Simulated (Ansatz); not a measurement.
This script makes a formation energy from the elements of ScH3 and its elements with Ansatz 0.2.0 through its Python package.

The script, `formation_sch3.py`:
```python
"""Heat of formation of ScH3 at zero temperature, after relaxing atoms and volume at fixed cell shape."""

from collections import Counter
import warnings

import ansatz
import numpy as np

PHASES = {
    "ScH3": (
        [(-1.66077598, 1.66077598, 2.44382376), (1.66077598, -1.66077598, 2.44382376), (1.66077598, 1.66077598, -2.44382376)],
        [
            ("Sc", (0.0, 0.0, 0.0)),
            ("H", (0.75, 0.25, 0.5)),
            ("H", (0.25, 0.75, 0.5)),
            ("H", (0.5, 0.5, 0.0)),
        ],
    ),
    "Sc": (
        [(3.309, 0.0, 0.0), (-1.6545, 2.86567806, 0.0), (0.0, 0.0, 5.2733)],
        [
            ("Sc", (1 / 3, 2 / 3, 0.25)),
            ("Sc", (2 / 3, 1 / 3, 0.75)),
        ],
    ),
    "H2": (
        [(9.0, 0.0, 0.0), (0.0, 9.5, 0.0), (0.0, 0.0, 10.0)],
        [
            ("H", (0.5, 0.5, 0.4625)),
            ("H", (0.5, 0.5, 0.5375)),
        ],
    ),
}


def build(vectors, sites):
    crystal = ansatz.Crystal(lattice=ansatz.Lattice.of(vectors))
    for symbol, position in sites:
        crystal = crystal.atom(symbol, position)
    return crystal

GASES = {"H2"}


def run_phase(name, crystal):
    calc = (
        crystal.calculation()
        .functional("PBEsol")
        .basis(500)  # plane waves up to this kinetic energy
        .kpoints(spacing=0.15)  # sampling of the Brillouin zone
        .occupations("gaussian", width=0.02)  # fractional filling near the Fermi level
        .stress()  # GPa
    )
    if name in GASES:
        return calc.kpoints(1, 1, 1).relax(force_tolerance=0.03).run(threads=1)
    calc = calc.relax(force_tolerance=0.03, fix_cell=["shape"])
    return calc.run(threads=1)


def counts(outcome):
    return Counter(site.symbol for site in outcome.lattice.sites)

def formation_energy(outcome, mu):
    n = counts(outcome)
    return (outcome.report["energy_sigma0_ev"] - sum(k * mu[element] for element, k in n.items())) / sum(n.values())


def volume_per_atom(outcome):
    return abs(np.linalg.det(outcome.lattice.cell_ang)) / len(outcome.lattice.sites)


def main() -> None:
    warnings.simplefilter("ignore")

    phases = {name: build(*cell) for name, cell in PHASES.items()}

    done = {}
    for name, crystal in phases.items():
        done[name] = run_phase(name, crystal)
        print(f"{name}: {done[name].report['energy_sigma0_ev']:.4f} eV, {len(done[name].lattice.sites)} atoms")

    # chemical potentials of the elements at zero temperature
    references = {"Sc": "Sc", "H": "H2"}
    mu = {element: done[name].report["energy_sigma0_ev"] / len(done[name].lattice.sites) for element, name in references.items()}

    target = done["ScH3"]
    heat = formation_energy(target, mu)
    for element, value in mu.items():
        print(f"mu({element}) = {value:.4f} eV from {references[element]}, {volume_per_atom(done[references[element]]):.2f} A^3/atom")
    print(f"formation energy of ScH3: {heat:.4f} eV/atom = {96.4853 * heat:.1f} kJ/mol of atoms")
    # gas references are bare DFT energies, without zero-point or fitted corrections


if __name__ == "__main__":
    main()
```

Is ScH3 bound against its elements at this level, and by how much?

The formation energy is -0.552 eV an atom (-53.3 kJ per mole of atoms), so ScH3 lies below the reference phases.

The run itself:

Output of `python formation_sch3.py`:
```text
ScH3: -2160.4068 eV, 4 atoms
Sc: -4222.7325 eV, 2 atoms
H2: -31.2220 eV, 2 atoms
mu(Sc) = -2111.3663 eV from Sc, 23.64 A^3/atom
mu(H) = -15.6110 eV from H2, 427.50 A^3/atom
formation energy of ScH3: -0.5519 eV/atom = -53.2 kJ/mol of atoms
```

Total energies depend on the potentials; only differences at equal settings carry meaning. For the metals among these phases the mesh is modest: differences between phases can be off by up to 40 meV an atom. The program warned that this SCF threshold is loose for forces or stresses. Atoms and volume are relaxed with the cell's shape held, which in cells of lower than cubic symmetry can hide stresses and shift volumes. The cells come from databases of deposited and of computed structures, and not all need be stable phases. The compound is the structure given, not necessarily its lowest; energies are at zero temperature, with no correction for gases. A semilocal functional's error on such energies is often 0.05 to 0.1 eV an atom, and 0.1 to 0.3 eV against gases such as O2 or F2. The script silences warnings, which a real study should read. Wall time of the script: 81 s on 1 thread of Arm Neoverse V1 (shared host), peak memory 0.62 GiB.
